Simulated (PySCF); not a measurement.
# One shape, several levels: AsF3 (arsenic trifluoride)

We compute a comparison of 3 runs (MP2/STO-3G, MP2/3-21G, MP2/6-31G*) of AsF3 (arsenic trifluoride). The job is set up through a Python script.

Program for the calculation: PySCF 2.14.0.

### 1 The system as given

AsF3 has 4 atoms, charge 0, and is taken as a singlet. As SMILES, `F[As](F)F`. Geometry: a GFN2-xTB relaxation, a rough one for these elements and not checked as a minimum.

Bond lengths: F1–As2 1.720 Å, As2–F3 1.720 Å, As2–F4 1.720 Å. Angles: F1–As2–F3 92.9°, F1–As2–F4 92.8°, F3–As2–F4 92.8°.

### 2 A single-point energy at MP2/STO-3G (run 1)

Contents of calc.py:

```python
from pyscf import gto, mp

mol = gto.M(
    atom='F -0.422490 0.400770 1.336680; As -0.493240 -0.488210 -0.134190; F 1.191490 -0.833320 -0.106760; F -0.275770 0.920760 -1.095730',
    spin=0,
    basis='sto-3g',
    charge=0,
    verbose=3,
    max_memory=1860,
)

myscf = mol.RHF()
myscf.conv_tol = 1e-10
myscf.kernel()
if not myscf.converged:
    myscf = myscf.newton().run(myscf.mo_coeff, myscf.mo_occ)

pt = mp.MP2(myscf, frozen=12).run()
energy = pt.e_tot
print('E = %.10f Eh' % energy)
```

Command:

```
$ OMP_NUM_THREADS=1 python calc.py
```

Log:

```text
converged SCF energy = -2503.39028204371
E(RMP2) = -2503.47154249524  E_corr = -0.0812604515341876
E(SCS-RMP2) = -2503.47761392686  E_corr = -0.0873318831499348
E = -2503.4715424952 Eh
```

Wall time 0.66 s (1 thread of Arm Neoverse V2, shared host); peak memory 0.12 GiB.

### 3 The energy at MP2/3-21G (run 2)

Contents of calc.py:

```python
# arsenic trifluoride
from pyscf import gto, mp

mol = gto.M(
    atom='''
F     -0.798390     0.757346     2.525959
As    -0.932089    -0.922583    -0.253582
F      2.251590    -1.574747    -0.201747
F     -0.521130     1.739984    -2.070630
''',
    max_memory=1860,
    verbose=3,
    basis='3-21g',
    spin=0,
    unit='bohr',
)

mf = mol.RHF()
mf.conv_tol = 1e-10
mf.kernel()
if not mf.converged:
    mf = mf.newton().run(mf.mo_coeff, mf.mo_occ)

pt = mp.MP2(mf, frozen=12).run()
e_final = pt.e_tot
print('Final energy', e_final)
```

Command:

```
$ OMP_NUM_THREADS=1 python calc.py
```

Log:

```text
converged SCF energy = -2520.22734887379
E(RMP2) = -2520.63802711446  E_corr = -0.410678240664275
E(SCS-RMP2) = -2520.62581792369  E_corr = -0.398469049894111
Final energy -2520.638027114457
```

Wall time 0.7 s (1 thread of Arm Neoverse V2, shared host); peak memory 0.12 GiB.

### 4 The energy at MP2/6-31G(d) (spherical functions) (run 3)

Contents of job.py:

```python
# arsenic trifluoride
from pyscf import gto, scf, mp

system = gto.Mole()
system.atom = '''
F     -0.798390     0.757346     2.525959
As    -0.932089    -0.922583    -0.253582
F      2.251590    -1.574747    -0.201747
F     -0.521130     1.739984    -2.070630
'''
system.charge = 0
system.basis = '6-31g*'
system.verbose = 3
system.unit = 'bohr'
system.max_memory = 1860
system.build()

mf = scf.RHF(system)
mf.conv_tol = 1e-10
mf.kernel()
if not mf.converged:
    mf = mf.newton().run(mf.mo_coeff, mf.mo_occ)

pt = mp.MP2(mf, frozen=12).run()
e_tot = pt.e_tot
print('E(%s) = %.9f' % ('MP2', e_tot))
```

Command:

```
$ OMP_NUM_THREADS=1 python job.py
```

Log:

```text
converged SCF energy = -2532.27710662874
E(RMP2) = -2533.05170944783  E_corr = -0.774602819096344
E(SCS-RMP2) = -2533.00724111854  E_corr = -0.730134489802913
E(MP2) = -2533.051709448
```

Run time: 1.5 s. Hardware: 1 thread of Arm Neoverse V2, shared host; peak memory 0.17 GiB.

### 5 All runs side by side

```
run                             level   energy (Eh)  dipole moment (D) of the reference  HOMO energy (eV)  LUMO energy (eV)  wall time
  1                        MP2/STO-3G  -2503.471542                                1.62             -8.54              9.20     0.66 s
  2                         MP2/3-21G  -2520.638027                                3.89            -12.99              3.13      0.7 s
  3  MP2/6-31G* (spherical functions)  -2533.051709                                3.24            -13.33              2.51      1.5 s
```

### 6 What came out

```
                                           quantity           value
                                run 3: total energy  -2533.05171 Eh
        run 3: dipole moment (Hartree–Fock density)          3.24 D
         run 3: HOMO energy (Hartree–Fock orbitals)       -13.33 eV
         run 3: LUMO energy (Hartree–Fock orbitals)         2.51 eV
       run 3: HOMO–LUMO gap (Hartree–Fock orbitals)        15.83 eV
run 3: correlation energy (12 core orbitals frozen)      -774.6 mEh
```

In run 1 the basis is minimal, so the values are rough. All runs together took 2.9 s, the longest 1.5 s.
